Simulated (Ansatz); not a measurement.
# C₂H₅NSeSi: small, medium and large basis sets

One table from this session's results is given with a row withheld; the runs are named, their logs left out.

Computed with Ansatz 0.2.0, Gaussian basis. Level: one geometry, several basis sets.

Levels to be run: PBE0-D4/def2-SVP; ωB97M-V/def2-SVP; PBE0-D4/def2-QZVPP; ωB97M-V/def2-QZVPP; the functionals' def2-TZVPP values are taken from earlier runs.

**Structure used throughout**

All runs share one geometry, relaxed beforehand with PBE0-D4 in a triple-zeta def2 set.

SMILES `C[SiH]1N=C[Se]1`, 10 atoms, charge 0, spin multiplicity 1.

Atoms are counted from 1 here; the program's logs count them from 0.

Bond lengths: C1–Si2 1.851 Å, C1–H6 1.091 Å, C1–H7 1.093 Å, C1–H8 1.094 Å, Si2–N3 1.764 Å, Si2–Se5 2.310 Å, Si2–H9 1.483 Å, N3–C4 1.268 Å, C4–Se5 1.958 Å, C4–H10 1.094 Å. Angles: Si2–C1–H6 110.6°, Si2–C1–H7 110.5°, Si2–C1–H8 109.9°, H6–C1–H7 108.7°, H6–C1–H8 108.9°, H7–C1–H8 108.3°, C1–Si2–N3 115.2°, C1–Si2–Se5 116.8°, C1–Si2–H9 112.2°, N3–Si2–Se5 84.3°, N3–Si2–H9 112.3°, Se5–Si2–H9 113.3°, Si2–N3–C4 95.7°, N3–C4–Se5 116.2°, N3–C4–H10 125.4°, Se5–C4–H10 118.4°, Si2–Se5–C4 63.7°.

The first run:

in.yaml

```yaml
crystal:
  periodic: [false, false, false]
  atoms:
    - {symbol: C, position_ang: [-0.879244, -1.122845, 0.844500]}
    - {symbol: Si, position_ang: [0.043112, 0.431424, 0.446712]}
    - {symbol: N, position_ang: [-0.247085, 1.084512, -1.165650]}
    - {symbol: C, position_ang: [0.949895, 0.964250, -1.567675]}
    - {symbol: Se, position_ang: [2.218300, 0.192473, -0.291769]}
    - {symbol: H, position_ang: [-0.749001, -1.859862, 0.050473]}
    - {symbol: H, position_ang: [-0.519816, -1.551228, 1.783221]}
    - {symbol: H, position_ang: [-1.945419, -0.904898, 0.953155]}
    - {symbol: H, position_ang: [-0.106371, 1.459350, 1.505413]}
    - {symbol: H, position_ang: [1.318529, 1.255524, -2.555479]}
basis:
  gaussian: {orbitals: def2-SVP}
hamiltonian: {xc: pbe0, dispersion: d4}
output: {orbitals: {seedname: orbitals}}
```

Command:

```sh
> ansatz run in.yaml --threads 4 --pin off --events-out ev --progress --plain --max-ram 10444MiB
```

Among the steps run: PBE0-D4 in def2-SVP; ωB97M-V in def2-SVP; PBE0-D4 in def2-QZVPP; ωB97M-V in def2-QZVPP.

One of the session's tables, all rows but one given; the rest of the session is left out.

It belongs to the step «Density functionals: the series». 

| functional | basis | HOMO (eV) |
| --- | --- | --- |
| PBE0-D4 | def2-SVP | -6.78 |
| PBE0-D4 | def2-TZVPP | ? |
| PBE0-D4 | def2-QZVPP | -6.90 |
| ωB97M-V | def2-SVP | -8.85 |
| ωB97M-V | def2-TZVPP | -8.98 |
| ωB97M-V | def2-QZVPP | -9.00 |

Estimate the missing values for PBE0-D4, def2-TZVPP.

The run gave: HOMO (eV): -6.88. In the column «HOMO (eV)» it lies between PBE0-D4, def2-QZVPP (-6.90) and PBE0-D4, def2-SVP (-6.78).
